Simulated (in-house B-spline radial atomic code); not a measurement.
# Cd⁴⁺: ionisation energy by several methods

The task here is to estimate one member of a computed series from the others.

Program: in-house B-spline radial atomic code version 1. Level of theory: non-relativistic, several functionals, spin-polarised, exact exchange averaged over the configuration; spherical all-electron atom at the radial basis limit. These are calculated values, not measurements, unless marked.

### What is computed

```
element       : cadmium (Z = 48)
charge        : +4
electrons     : 44
configuration : [Kr] 4d8
nucleus       : point
```

Outer shells as boxes (Hund's rule):

[Kr] 4d8
```
[Kr] core
4d [↑↓][↑↓][↑↓][↑ ][↑ ]
```

Where spins are not typed, each open shell is filled with up spins first.

The first run:

The run's settings:

```ini
Z = 48
electrons = 44.0
configuration = [Kr] 4d8
hamiltonian = nr
method = bhandhlyp
spin_polarised = True
exact_exchange = averaged over the configuration
```

Run with:

```sh
python run_scf.py task.json out
```

task.json lists these runs, among others, and the program works through them in turn.

Among the steps run: BHandHLYP, a global hybrid; HSE06, a range-separated hybrid; B3LYP, a global hybrid; TPSSh, a global hybrid; r2SCAN0, a global hybrid; LC-ωPBE, a range-separated hybrid.

One table of the session follows, with a row left open; its other results are not shown here.

```
   method  ΔSCF (eV)
BHandHLYP     70.548
    B3LYP     70.863
    TPSSh     70.725
  r2SCAN0          ?
    HSE06     70.756
  LC-ωPBE     70.829
```

**Question.** Estimate the row for r2SCAN0.

As computed: ΔSCF (eV): 70.740. In the column «ΔSCF (eV)» it lies between TPSSh (70.725) and HSE06 (70.756).

Limits of these values: These runs leave out relativity, which matters at this nuclear charge.
